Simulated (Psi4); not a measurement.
# C2H2GeN2 (SMILES N#[C][GeH2][C]#N): a chain of runs

Wanted: a series of 10 runs (PBE-D4/def2-SVP, PBE0-D4/def2-TZVP, PBE-D4/def2-TZVPP, r2SCAN-D4/def2-TZVPP, B3LYP-D4/def2-TZVPP, PBE0-D4/def2-TZVPP, wB97M-V/def2-TZVPP, CCSD(T)/def2-TZVPP, and more) of C2H2GeN2. 

The results are computed with Psi4 1.11.

### Step 1. The system as given

The species is C2H2GeN2 (7 atoms), meant as a singlet with charge 0. As SMILES, `N#[C][GeH2][C]#N`. Geometry: a GFN2-xTB, rattled relaxation, a rough one for these elements and not checked as a minimum. The run starts from this shape.

Bond lengths: N1–C2 1.140 Å, C2–Ge3 1.937 Å, Ge3–C4 1.892 Å, C4–N5 1.171 Å, Ge3–H6 1.461 Å, Ge3–H7 1.496 Å. Angles: N1–C2–Ge3 178.5°, C2–Ge3–C4 103.9°, Ge3–C4–N5 176.2°, C2–Ge3–H6 108.1°, C2–Ge3–H7 109.2°, C4–Ge3–H6 108.5°, C4–Ge3–H7 111.0°, H6–Ge3–H7 115.4°.

### Step 2. A structure relaxation at PBE-D4/def2-SVP (density fitting) (run 1)

File job.in:

```
memory 4400 MB

molecule mol {
  0 1
  N      0.511679    -2.368670     1.234171
  C      0.456416    -1.292710     0.861174
  Ge     0.318584     0.523956     0.202298
  C     -1.007517     0.421643    -1.142909
  N     -1.810263     0.430505    -1.995710
  H     -0.185229     1.362418     1.287486
  H      1.636142     0.939551    -0.372722
  symmetry c1
}

set {
  scf_type                df
  geom_maxiter            60
  max_force_g_convergence 0.0005
}

optimize("pbe-d4/def2-SVP")
```

Started as:

```bash
psi4 -n 2 job.in job.out
```

job.out:

```text
Psi4 1.11 release

gradient() will perform analytic gradient computation.

   => Loading Basis Set <=

    Name: DEF2-SVP
    Role: ORBITAL
    Keyword: BASIS

   => PBE-D4(BJ,EEQ)ATM: Empirical Dispersion <=

        a1 =       0.385750
        a2 =       4.806885
       alp =      16.000000
        s6 =       1.000000
        s8 =       0.959481
        s9 =       1.000000
        ga =       3.000000
        gc =       2.000000
        wf =       6.000000

         ---------------------------------------------------------
                                   SCF
                              RKS Reference
                        2 Threads,   4196 MiB Core
         ---------------------------------------------------------

  ==> Geometry <==

    Molecular point group: c1
    Full point group: C1

    Geometry (in Angstrom), charge = 0, multiplicity = 1:

       Center              X                  Y                   Z               Mass
    ------------   -----------------  -----------------  -----------------  -----------------
         N            0.509998633552    -2.395700437945     1.219857424047    14.003074004430
         C            0.454735633552    -1.319740437945     0.846860424047    12.000000000000
         GE           0.316903633552     0.496925562055     0.187984424047    73.921177761000
         C           -1.009197366448     0.394612562055    -1.157222575953    12.000000000000
         N           -1.811943366448     0.403474562055    -2.010023575953    14.003074004430
         H           -0.186909366448     1.335387562055     1.273172424047     1.007825032230
         H            1.634461633552     0.912520562055    -0.387035575953     1.007825032230

  Running in c1 symmetry.

  Rotational constants: A =      0.19377  B =      0.07546  C =      0.05543 [cm^-1]
  Rotational constants: A =   5808.99639  B =   2262.09418  C =   1661.79377 [MHz]
  Nuclear repulsion =  276.195127547839718

  Charge       = 0
  Multiplicity = 1
  Electrons    = 60
  Nalpha       = 30
  Nbeta        = 30

  ==> Algorithm <==

  SCF Algorithm Type is DF.
  DIIS enabled.
  MOM disabled.
  Fractional occupation disabled.
  Guess Type is SAD.
  Energy threshold   = 1.00e-08
  Density threshold  = 1.00e-08
  Integral threshold = 1.00e-12

  ==> Primary Basis <==

  Basis Set: DEF2-SVP
    Blend: DEF2-SVP
    Number of shells: 42
    Number of basis functions: 98
    Number of Cartesian functions: 105
    Spherical Harmonics?: true
    Max angular momentum: 2

  ==> DFT Potential <==

   => LibXC <=

    Version 7.1.2

   => Composite Functional: PBE-D4BJEEQATM <=

    PBE GGA Exchange-Correlation Functional

    Deriv               =              1
    GGA                 =           TRUE
    Meta                =          FALSE

    Exchange Hybrid     =          FALSE
    MP2 Hybrid          =          FALSE

   => Exchange Functionals <=

    1.0000     XC_GGA_X_PBE

   => Correlation Functionals <=

    1.0000     XC_GGA_C_PBE

   => LibXC Density Thresholds  <==

    XC_GGA_C_PBE:  1.00E-12
    XC_GGA_X_PBE:  1.00E-15

   => Molecular Quadrature <=

    Radial Scheme          =       TREUTLER
    Pruning Scheme         =           NONE
    Nuclear Scheme         =       TREUTLER

    Blocking Scheme        =         OCTREE
    BS radius alpha        =              1
    Pruning alpha          =              1
    Radial Points          =             75
    Spherical Points       =            302
    Total Points           =         151308
    Total Blocks           =           1193
    Max Points             =            256
    Max Functions          =             95
    Weights Tolerance      =       1.00E-15

   => Loading Basis Set <=

    Name: (DEF2-SVP AUX)
    Role: JKFIT
    Keyword: DF_BASIS_SCF

  ==> Integral Setup <==

  DFHelper Memory: AOs need 0.047 GiB; user supplied 2.768 GiB.
  SCF_SUBTYPE=INCORE selected. In-core MEM_DF algorithm will be used.
  Using in-core AOs.

  ==> MemDFJK: Density-Fitted J/K Matrices <==

    J tasked:                   Yes
    K tasked:                    No
    wK tasked:                   No
    Memory [MiB]:              2834
    Algorithm:                 Core
    Schwarz Cutoff:           1E-12
    Mask sparsity (%):       4.2066
    Fitting Condition:        1E-10

   => Auxiliary Basis Set <=

  Basis Set: (DEF2-SVP AUX)
    Blend: DEF2-UNIVERSAL-JKFIT
    Number of shells: 172
    Number of basis functions: 606
    Number of Cartesian functions: 775
    Spherical Harmonics?: true
    Max angular momentum: 5

  Cached 100.0% of DFT collocation blocks in 0.305 [GiB].

  Minimum eigenvalue in the overlap matrix is 3.7105660350E-03.
  Reciprocal condition number of the overlap matrix is 8.4788946622E-04.
    Using symmetric orthogonalization.

  ==> Pre-Iterations <==

  SCF Guess: Superposition of Atomic Densities via on-the-fly atomic UHF (no occupation information).

   -------------------------
    Irrep   Nso     Nmo
   -------------------------
     A         98      98
   -------------------------
    Total      98      98
   -------------------------

  ==> Iterations <==

                           Total Energy        Delta E     RMS |[F,P]|

[... 1 line left out ...]
   @DF-RKS iter   1: -2261.37262056259169   -1.88873e+00   2.59243e-02 ADIIS/DIIS
[... 10 lines left out ...]
   @DF-RKS iter  12: -2262.93787335078468   -3.45608e-10   3.97129e-08 DIIS
[... 43 lines left out ...]
    Total Energy =                      -2262.9378733507937795
[... 299 lines left out ...]
   @DF-RKS iter   0: -2262.88211811264773   -2.26288e+03   2.27251e-03
[... 10 lines left out ...]
   @DF-RKS iter  11: -2262.94349368282565   -2.27374e-12   2.98911e-09 DIIS
[... 38 lines left out ...]
 Dipole X            :          2.3480156           -1.5623617            0.7856540
[... 217 lines left out ...]
   @DF-RKS iter   1: -2262.94357662587709   -1.15137e-03   3.24885e-05 DIIS
[... 21 lines left out ...]
  @DF-RKS Final Energy: -2262.94358198983537
[... 71 lines left out ...]
    Weights Tolerance      =       1.00E-15
[... 173 lines left out ...]
   @DF-RKS iter   4: -2262.94360927809203   -2.96432e-07   2.45948e-06 DIIS
[... 24 lines left out ...]
    DFT Exchange-Correlation Energy =    -103.6783917119790033
[... 125 lines left out ...]
	  Convergence Criteria              o    5.00e-04 *             o             o             o
[... 116 lines left out ...]
   @DF-RKS iter   8: -2262.94361853800001   -3.18323e-12   4.02523e-09 DIIS
[... 38 lines left out ...]
 Dipole X            :          2.2841542           -1.5174199            0.7667343
[... 217 lines left out ...]
   @DF-RKS iter   1: -2262.94362395685221    6.15498e-05   8.88967e-06 DIIS
[... 24 lines left out ...]
    Nuclear Repulsion Energy =            272.7323370303219008
[... 119 lines left out ...]
	                                 ==> Convergence Check <==
[... 122 lines left out ...]
   @DF-RKS iter   5: -2262.94362635358584    9.46329e-10   8.45347e-07 DIIS
[... 24 lines left out ...]
    Empirical Dispersion Energy =          -0.0053673276338479
[... 200 lines left out ...]
    Weights Tolerance      =       1.00E-15
[... 30 lines left out ...]
  Energy and wave function converged.
[... 38 lines left out ...]
 Dipole Y            :          3.5817838           -2.3788986            1.2028852
[... 206 lines left out ...]
   @DF-RKS iter   2: -2262.92649885488390    1.02612e-02   1.68496e-03 ADIIS/DIIS
[... 16 lines left out ...]
    Final Occupation by Irrep:
[... 32 lines left out ...]
 Dipole Z            :          0.9824786           -0.6342704            0.3482082
[... 223 lines left out ...]
   @DF-RKS iter   3: -2262.94216153440993   -9.86736e-03   5.58306e-04 ADIIS/DIIS
[... 21 lines left out ...]
  @DF-RKS Final Energy: -2262.94359132387444
[... 71 lines left out ...]
    Weights Tolerance      =       1.00E-15
[... 262 lines left out ...]
                           Total Energy        Delta E     RMS |[F,P]|
[... 11 lines left out ...]
  Energy and wave function converged.
[... 38 lines left out ...]
 Dipole Y            :          3.6153032           -2.4026564            1.2126468
[... 206 lines left out ...]
   @DF-RKS iter   2: -2262.94362053725763    3.18361e-06   3.16886e-05 DIIS
[... 24 lines left out ...]
    Nuclear Repulsion Energy =            272.7192990790625799
[... 119 lines left out ...]
	                                 ==> Convergence Check <==
[... 111 lines left out ...]
   @DF-RKS iter   5: -2262.94363165368031   -4.71573e-09   3.48041e-07 DIIS
[... 24 lines left out ...]
    Empirical Dispersion Energy =          -0.0053676268384755
[... 200 lines left out ...]
    Weights Tolerance      =       1.00E-15
[... 41 lines left out ...]
  Energy and wave function converged.
[... 38 lines left out ...]
 Dipole Y            :          3.5749777           -2.3742411            1.2007366
[... 206 lines left out ...]
   @DF-RKS iter   2: -2262.94353198834324    3.46386e-05   9.92046e-05 DIIS
[... 24 lines left out ...]
    Nuclear Repulsion Energy =            273.0523965536970650
[... 119 lines left out ...]
	                                 ==> Convergence Check <==
[... 111 lines left out ...]
   @DF-RKS iter   5: -2262.94362603687841   -1.43732e-08   3.43191e-06 DIIS
[... 24 lines left out ...]
    DFT Exchange-Correlation Energy =    -103.6796941351254873
[... 125 lines left out ...]
	  Convergence Criteria              o    5.00e-04 *             o             o             o
[... 105 lines left out ...]
   @DF-RKS iter   8: -2262.94363201029455   -5.00222e-12   1.08357e-08 DIIS
[... 43 lines left out ...]
    Total Energy =                      -2262.9436320102945501
[... 1 line left out ...]
Computation Completed

Properties will be evaluated at   0.000000,   0.000000,   0.000000 [a0]

Properties computed using the SCF density matrix

 Multipole Moments:

 ------------------------------------------------------------------------------------
     Multipole            Electronic (a.u.)      Nuclear  (a.u.)        Total (a.u.)
 ------------------------------------------------------------------------------------

 L = 1.  Multiply by 2.5417464519 to convert [e a0] to [Debye]
 Dipole X            :          2.2752446           -1.5108857            0.7643589
 Dipole Y            :          3.5759056           -2.3749207            1.2009850
 Dipole Z            :          1.4345586           -0.9529088            0.4816498
 Magnitude           :                                                    1.5028626

 ------------------------------------------------------------------------------------

	total time  =          2 seconds =       0.03 minutes

         ------------------------------------------------------------
                                   SCF GRAD
         ------------------------------------------------------------

  ==> Geometry <==

    Molecular point group: c1
    Full point group: C1

    Geometry (in Angstrom), charge = 0, multiplicity = 1:

       Center              X                  Y                   Z               Mass
    ------------   -----------------  -----------------  -----------------  -----------------
         N            0.571309636801    -2.411193782561     1.266491194966    14.003074004430
         C            0.459788431620    -1.320686837691     0.849766063046    12.000000000000
         GE           0.307991336970     0.483649615306     0.193825072464    73.921177761000
         C           -1.020723825855     0.443791464129    -1.199641149619    12.000000000000
         N           -1.821857371342     0.444199313814    -2.056010215217    14.003074004430
         H           -0.190819123475     1.387993756961     1.333060641453     1.007825032230
         H            1.655016565982     0.908798179983    -0.413836925462     1.007825032230

  Nuclear repulsion =  272.707679487142514

   => Molecular Quadrature <=

    Radial Scheme          =       TREUTLER
    Pruning Scheme         =           NONE
    Nuclear Scheme         =       TREUTLER

    Blocking Scheme        =         OCTREE
    BS radius alpha        =              1
    Pruning alpha          =              1
    Radial Points          =             75
    Spherical Points       =            302
    Total Points           =         151375
    Total Blocks           =           1187
    Max Points             =            256
    Max Functions          =             95
    Weights Tolerance      =       1.00E-15

  -Total Gradient:
     Atom            X                  Y                   Z
    ------   -----------------  -----------------  -----------------
       1       -0.000006893520    -0.000146363766     0.000020115169
       2       -0.000048967504     0.000061509822    -0.000034469915
       3        0.000050472106    -0.000067705881    -0.000087981717
       4       -0.000157047325     0.000023227901     0.000114621300
       5        0.000053630743    -0.000070457346    -0.000090419614
       6       -0.000029322343    -0.000039040166    -0.000027730926
       7       -0.000027497427    -0.000024074593    -0.000000366216

	total time  =          1 seconds =       0.02 minutes

    			-----------------------------------------

    			 OPTKING 3.0: for geometry optimizations

    			        with contributions from

    			-----------------------------------------

	                            ===> Fragment 1 <==

	 Z (Atomic Numbers)          Masses                          Geom
	       7.000000            14.003074          1.07961875 -4.55649588  2.39332150
	       6.000000            12.000000          0.86887421 -2.49573642  1.60582513
	      32.000000            73.921178          0.58201928  0.91396531  0.36627630
	       6.000000            12.000000         -1.92888848  0.83864432 -2.26699322
	       7.000000            14.003074         -3.44281147  0.83941505 -3.88529622
	       1.000000             1.007825         -0.36059588  2.62292806  2.51911952
	       1.000000             1.007825          3.12752804  1.71737966 -0.78203845

	 - Coordinate -           - BOHR/RAD -       - ANG/DEG -
	 R(1,2)           =         2.216144           1.172733
	 R(2,3)           =         3.639345           1.925859
	 R(3,4)           =         3.639291           1.925830
[... 12 lines of this table left out ...]
	 B(6,3,7)         =         1.998012         114.477630

	        --- Internal Coordinate Step in ANG or DEG, aJ/ANG or AJ/DEG ---
	-------------------------------------------------------------------------------
	           Coordinate      Previous         Force          Change          New
	           ----------      --------        ------          ------        ------
	               R(1,2)       1.17273       -0.00095       -0.00002       1.17272
	               R(2,3)       1.92586       -0.00011       -0.00000       1.92586
	               R(3,4)       1.92583        0.00001       -0.00001       1.92582
[... 12 lines of this table left out ...]
	             B(6,3,7)     114.47763        0.00000        0.00681     114.48444
	-------------------------------------------------------------------------------

	                                 ==> Convergence Check <==

	Measures of convergence in internal coordinates in au.

	Criteria marked as inactive (o), active & met (*), and active & unmet ( ).

	----------------------------------------------------------------------------------------------
	   Step    Total Energy     Delta E     Max Force     RMS Force      Max Disp      RMS Disp
	----------------------------------------------------------------------------------------------
	  Convergence Criteria              o    5.00e-04 *             o             o             o
	----------------------------------------------------------------------------------------------
	    20   -2262.94363201   -5.92e-06 o    2.44e-04 *    7.01e-05 o    9.58e-04 o    3.02e-04 o  ~
	----------------------------------------------------------------------------------------------

Next Geometry in Ang
	Fragment 1 (Ang)

	    N   0.5715173852  -2.4111306978   1.2665949725
	    C   0.4597759260  -1.3207028627   0.8497651879
	   Ge   0.3078389522   0.4836444089   0.1938876421
	    C  -1.0203641538   0.4438536189  -1.2000532014
	    N  -1.8220756927   0.4443349213  -2.0558779504
	    H  -0.1908960182   1.3880017378   1.3332049629
	    H   1.6549092521   0.9085505835  -0.4138669319

    Final optimized geometry and variables:
    Molecular point group: c1
    Full point group: C1

    Geometry (in Angstrom), charge = 0, multiplicity = 1:

    N            0.571309636801    -2.411193782561     1.266491194966
    C            0.459788431620    -1.320686837691     0.849766063046
    GE           0.307991336970     0.483649615306     0.193825072464
    C           -1.020723825855     0.443791464129    -1.199641149619
    N           -1.821857371342     0.444199313814    -2.056010215217
    H           -0.190819123475     1.387993756961     1.333060641453
    H            1.655016565982     0.908798179983    -0.413836925462

    Psi4 run time: 0:00:55.61

[set-up sections that repeat, and orbital energies of the middle runs, are left out above]
```

The script printed:

```text
Optimizer: Optimization complete!
```

Run time: 57 s. Hardware: 2 threads of Intel Xeon 6975P-C (Granite Rapids), shared host; peak memory 0.68 GiB.

Step by step:

```csv
step,energy from the first frame kept (eV),largest force (eV/Å)
0,0.0000,4.2590
1,-0.1529,0.3826
2,-0.1553,0.0684
3,-0.1561,0.0675
4,-0.1563,0.0429
5,-0.1565,0.0604
6,-0.1565,0.0747
7,-0.1566,0.0192
8,-0.0823,1.7500
9,-0.1556,0.1170
10,-0.1353,0.4630
11,-0.1508,0.1831
12,-0.1560,0.1216
13,-0.1563,0.1207
14,-0.1565,0.0762
15,-0.1567,0.0349
16,-0.1567,0.0614
17,-0.1554,0.3967
18,-0.1565,0.0877
19,-0.1567,0.0101
```

After the run. Bond lengths: N1–C2 1.173 Å, C2–Ge3 1.926 Å, Ge3–C4 1.926 Å, C4–N5 1.173 Å, Ge3–H6 1.538 Å, Ge3–H7 1.538 Å. Angles: N1–C2–Ge3 178.7°, C2–Ge3–C4 106.3°, Ge3–C4–N5 178.7°, C2–Ge3–H6 108.9°, C2–Ge3–H7 108.9°, C4–Ge3–H6 108.9°, C4–Ge3–H7 108.9°, H6–Ge3–H7 114.5°.

(Part 1 of 2 ends here.)
